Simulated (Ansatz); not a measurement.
# RuF+ (triplet): the correlation ladder, def2-QZVPP

One table from this session's results is given with a row withheld; the runs are named, their logs left out.

Program: Ansatz 0.2.0, Gaussian basis. Level of theory: def2-QZVPP, core rule «outside noble gas», up to 5 orbitals frozen. These are calculated values, not measurements.

To be run: UHF; ROHF; CCSD(T) on UHF.

2 further runs of the same task are left out: 2 set aside as unsound or not needed.

## The geometry

The geometry is a PBE0/def2-TZVP stationary point (not a proven minimum) of the parent state, kept for this charge and spin. No spin-orbit coupling is included. Elements past krypton take def2 core potentials.

2 atoms, charge 1, spin multiplicity 3.

Atoms are counted from 1 here; the program's logs count them from 0.

Bond lengths: Ru1–F2 1.738 Å.

Set-up of the first run:

File in.yaml:

```yaml
crystal:
  periodic: [false, false, false]
  atoms:
    - {symbol: Ru, position_ang: [0.000000, 0.000000, 0.000000]}
    - {symbol: F, position_ang: [0.000000, 0.000000, 1.737600]}
basis:
  gaussian: {orbitals: "def2-QZVPP.json"}
total_charge: 1
magnetization: {spin_polarized: true, initial_magnetization: 2}
hamiltonian: {xc: hf}
output: {orbitals: {seedname: orbitals}}
```

Command:

```sh
$ ansatz run in.yaml --threads 1 --pin off --events-out ev --progress --plain --max-ram 3968MiB --backend cpu
```

Among the steps run: UHF; ROHF; CCSD(T) on UHF.

One table of the session follows, with a row left open; its other results are not shown here.

```
  method  from UCCSD(T) (meV)
    ROHF             +13860.5
     UHF             +13451.3
    UMP2               +794.4
   UCCSD                    ?
UCCSD(T)                    0
```

Estimate the missing values for UCCSD.

The run gave: from UCCSD(T) (meV): +673.8. In the column «from UCCSD(T) (meV)» it lies between UCCSD(T) (0) and UMP2 (+794.4).

The program flags UCCSD(T) as in doubt (see the logs), so the zero of the table is itself unsure.

Limits of these values: The determinant is far from a pure spin state, so its energy mixes those of several spin states (harmless only where they are near-degenerate, as at dissociation). The program flags UCCSD(T) as in doubt, so the zero of the table is itself unsure. Warnings: spin contamination; coupled cluster took another determinant than the lowest.
